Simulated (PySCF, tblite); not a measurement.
**C₅H₉BrGeO: geometry, infrared bands and NMR shifts**

Aim: predict the infrared bands and NMR shifts of C₅H₉BrGeO (`COC1=C[CH2][Ge@H]([Br])[CH2]1`).

The runs use tblite 0.8.0 and PySCF 2.14.0, with density-fitted response routines of our own; the level of theory stands in each step. All values are computed, except where a source is named. Atoms are numbered from 0 throughout.

## 1. The molecule as given

17 atoms, charge 0, multiplicity 1; geometry from: force field or distance geometry start.

Bonds of the start (Å): C0–O1 1.42, O1–C2 1.43, C2–C3 1.26, C3–C4 1.48, C4–Ge5 1.97, Ge5–Br6 2.31, Ge5–C7 1.96, C7–C2 1.48, C0–H8 1.10, C0–H9 1.10, C0–H10 1.12, C3–H11 1.14, C4–H12 1.10, C4–H13 1.10, Ge5–H14 1.54, C7–H15 1.10, C7–H16 1.12.

## 2. Relaxing the molecule with GFN2-xTB

Job settings and geometry (Å):

```
{"job": {"kind": "relax", "xc": "GFN2-xTB", "basis": "xTB"}, "charge": 0, "multiplicity": 1}
C      2.598900    -0.393800    -1.021600
O      1.884700     0.435800    -0.123100
C      0.473100     0.264700     0.054000
C     -0.077600    -0.868100     0.001400
C     -1.531300    -1.043900     0.184400
Ge    -1.882400     0.640800     1.141000
Br    -3.902400     1.574900     0.504400
C     -0.339400     1.484100     0.272000
H      3.681700    -0.190400    -1.071800
H      2.201600    -0.364300    -2.051400
H      2.489100    -1.456400    -0.676400
H      0.535800    -1.815300    -0.155100
H     -2.084300    -0.997400    -0.767100
H     -1.799000    -1.914000     0.796000
H     -1.712000     0.485500     2.660400
H      0.141200     2.224900     0.936000
H     -0.685000     1.944900    -0.692800
```

Launch:

```console
$ OMP_NUM_THREADS=1 python probes_run.py task.json out
```

The driver reads the jobs from task.json and runs them one after another.

**Question.** This job is followed by: GFN2-xTB harmonic vibrations, gas phase; GIAO PBE0/pcSseg-1 NMR shielding, non-relativistic, gas phase. Predict these results of the whole session: strongest single infrared mode (GFN2-xTB); zero-point energy (GFN2-xTB); 13C shifts against TMS (PBE0/pcSseg-1); 1H shifts against TMS (PBE0/pcSseg-1, means over atoms taken as alike); 17O shifts against H2O (PBE0/pcSseg-1); 73Ge shifts against GeMe4 (PBE0/pcSseg-1); 79Br shifts against HBr (PBE0/pcSseg-1).

The runs gave:

```
                                                              quantity                                         value
                             strongest single infrared mode (GFN2-xTB)                         1802 cm⁻¹, 400 km/mol
                                          zero-point energy (GFN2-xTB)                                 78.0 kcal/mol
                                13C shifts against TMS (PBE0/pcSseg-1)             167.2, 97.3, 56.6, 29.3, 28.6 ppm
1H shifts against TMS (PBE0/pcSseg-1, means over atoms taken as alike)  6.26, 4.63, 3.75, 2.37, 2.26, 2.21, 2.10 ppm
                                17O shifts against H2O (PBE0/pcSseg-1)                                     120.1 ppm
                             73Ge shifts against GeMe4 (PBE0/pcSseg-1)                                        60 ppm
                               79Br shifts against HBr (PBE0/pcSseg-1)                                       -83 ppm
```

Over 132 steps the energy fell by 0.760 eV; of the close pairs, C2–C3 changed most, 1.261 to 1.332 Å. No mode is imaginary among the 45: a minimum at this level. The strongest single mode, at 1802 cm⁻¹, moves mainly H14. GFN2-xTB is a fitted tight-binding method: band positions and strengths are rough. Its intensities can rank the bands wrongly. C2 (alkene carbon bearing oxygen) lies farthest downfield among carbon, at 167.2 ppm; an sp2 carbon further deshielded by the attached heteroatom. At PBE0/pcSseg-1: Shielding is most anisotropic at Br6 (span 325 ppm, paramagnetic term -418 ppm). Spin-orbit coupling is left out, which matters for shieldings and couplings at and beside the heavy atoms.
